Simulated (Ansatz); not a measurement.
# C₉H₁₇HfN: one species, many methods

The task here is to estimate one member of a computed series from the others.

The runs use Ansatz 0.2.0, Gaussian basis; functionals in def2-TZVPP, the program's frozen cores in correlated methods.

Levels to be run: LDA (SPW92), PBE-D4, revPBE-D4, BLYP-D4, r2SCAN-D4, B97M-V, PBE0-D4, B3LYP-D4, r2SCANh-D4, r2SCAN0-D4, HSE06-D4, BHLYP-D4, CAM-B3LYP-D4, LC-ωPBE, ωB97X-V, ωB97M-V, B2PLYP, PBE-QIDH; CCSD(T)/def2-SVP; CCSD(T)/def2-TZVPP; MP2/def2-QZVPP; extrapolation to the limit; RPA on PBE.

## The geometry

The geometry comes from an earlier relaxation with PBE0-D4 in a triple-zeta def2 set; it is a stationary point, not always the lowest conformer. Hf takes the def2 core potential; no spin-orbit term is included.

SMILES `C[N](C)[Hf]1234([CH3])([CH3])[C@H]5[C@@H]1[C@@H]2[C@@H]3[C@H]54`, 28 atoms, charge 0, spin multiplicity 1.

Atoms are counted from 1 here; the program's logs count them from 0.

Bond lengths: C1–N2 1.441 Å, C1–H12 1.101 Å, C1–H13 1.100 Å, C1–H14 1.095 Å, N2–C3 1.440 Å, N2–Hf4 2.036 Å, C3–H15 1.100 Å, C3–H16 1.094 Å, C3–H17 1.101 Å, Hf4–C5 2.241 Å, Hf4–C6 2.240 Å, Hf4–C7 2.596 Å, Hf4–C8 2.558 Å, Hf4–C9 2.501 Å, Hf4–C10 2.500 Å, Hf4–C11 2.557 Å, C5–H18 1.099 Å, C5–H19 1.096 Å and more. Angles: N2–C1–H12 112.0°, N2–C1–H13 111.6°, N2–C1–H14 111.0°, H12–C1–H13 107.3°, H12–C1–H14 107.7°, H13–C1–H14 107.0°, C1–N2–C3 112.6°, C1–N2–Hf4 122.8°, C3–N2–Hf4 124.1°, N2–C3–H15 111.6°, N2–C3–H16 110.9°, N2–C3–H17 112.0°, H15–C3–H16 107.1°, H15–C3–H17 107.3°, H16–C3–H17 107.7°, N2–Hf4–C5 104.4°, N2–Hf4–C6 104.7°, N2–Hf4–C7 149.9° and more.

The first run:

Contents of in.yaml:

```yaml
crystal:
  periodic: [false, false, false]
  atoms:
    - {symbol: C, position_ang: [-1.289349, -0.400183, -2.419920]}
    - {symbol: N, position_ang: [-0.237206, 0.273489, -1.702642]}
    - {symbol: C, position_ang: [0.789967, 0.780988, -2.575723]}
    - {symbol: Hf, position_ang: [-0.106420, 0.263685, 0.329190]}
    - {symbol: C, position_ang: [-2.212494, 0.587583, 1.024257]}
    - {symbol: C, position_ang: [0.949211, 2.172237, 0.841657]}
    - {symbol: C, position_ang: [0.609448, -0.916257, 2.528173]}
    - {symbol: C, position_ang: [1.765371, -0.763856, 1.738246]}
    - {symbol: C, position_ang: [1.603177, -1.545369, 0.572296]}
    - {symbol: C, position_ang: [0.341425, -2.175729, 0.643974]}
    - {symbol: C, position_ang: [-0.273138, -1.782268, 1.853913]}
    - {symbol: H, position_ang: [-0.908089, -1.246692, -3.012155]}
    - {symbol: H, position_ang: [-1.806094, 0.278632, -3.114103]}
    - {symbol: H, position_ang: [-2.045749, -0.789914, -1.730973]}
    - {symbol: H, position_ang: [0.390587, 1.524511, -3.281019]}
    - {symbol: H, position_ang: [1.581775, 1.273581, -2.003037]}
    - {symbol: H, position_ang: [1.255456, -0.018681, -3.172743]}
    - {symbol: H, position_ang: [-2.592699, 1.484705, 0.515678]}
    - {symbol: H, position_ang: [-2.903134, -0.230412, 0.788649]}
    - {symbol: H, position_ang: [-2.287593, 0.766740, 2.102626]}
    - {symbol: H, position_ang: [1.996539, 2.215592, 0.520869]}
    - {symbol: H, position_ang: [0.421333, 2.988823, 0.328888]}
    - {symbol: H, position_ang: [0.935402, 2.397777, 1.913786]}
    - {symbol: H, position_ang: [0.416784, -0.423793, 3.470469]}
    - {symbol: H, position_ang: [2.621176, -0.150980, 1.977873]}
    - {symbol: H, position_ang: [2.314439, -1.641314, -0.235918]}
    - {symbol: H, position_ang: [-0.079627, -2.837307, -0.100014]}
    - {symbol: H, position_ang: [-1.250507, -2.085566, 2.197703]}
basis:
  gaussian: {orbitals: def2-TZVPP}
hamiltonian: {xc: lda}
output: {orbitals: {seedname: orbitals}}
```

Command:

```sh
ansatz run in.yaml --threads 11 --pin off --events-out ev --progress --plain --max-ram 110592MiB --backend cuda --devices 0, --max-vram 75GiB
```

Among the steps run: LDA; PBE-D4 (GGA); revPBE-D4 (GGA); BLYP-D4 (GGA); r2SCAN-D4 (meta-GGA); B97M-V (meta-GGA); B3LYP-D4 (hybrid); r2SCANh-D4 (hybrid); r2SCAN0-D4 (hybrid); HSE06-D4 (hybrid); BHLYP-D4 (hybrid); CAM-B3LYP-D4 (range-separated); LC-ωPBE (range-separated); ωB97X-V (range-separated); ωB97M-V (range-separated); B2PLYP (double hybrid); PBE-QIDH (double hybrid).

One of the session's tables, all rows but one given; the rest of the session is left out.

It belongs to the step «Frontier levels by functional». 

| functional | HOMO (eV) | gap (eV) |
| --- | --- | --- |
| LDA (SPW92) | -5.18 | 3.58 |
| PBE-D4 | -5.03 | 3.72 |
| revPBE-D4 | -4.96 | 3.78 |
| BLYP-D4 | -4.92 | 3.74 |
| r2SCAN-D4 | -5.21 | 4.11 |
| B97M-V | -5.33 | 4.16 |
| PBE0-D4 | ? | ? |
| B3LYP-D4 | -6.01 | 5.37 |
| r2SCANh-D4 | -5.66 | 4.87 |
| r2SCAN0-D4 | -6.33 | 6.02 |
| HSE06-D4 | -5.79 | 5.00 |
| BHLYP-D4 | -7.29 | 7.87 |
| CAM-B3LYP-D4 | -7.52 | 8.16 |
| LC-ωPBE | -8.79 | 10.57 |
| ωB97X-V | -8.48 | 10.14 |
| ωB97M-V | -8.41 | 9.85 |

Estimate the missing values for PBE0-D4.

As computed: HOMO (eV): -6.19; gap (eV): 5.77. In the column «HOMO (eV)» it lies between r2SCAN0-D4 (-6.33) and B3LYP-D4 (-6.01).
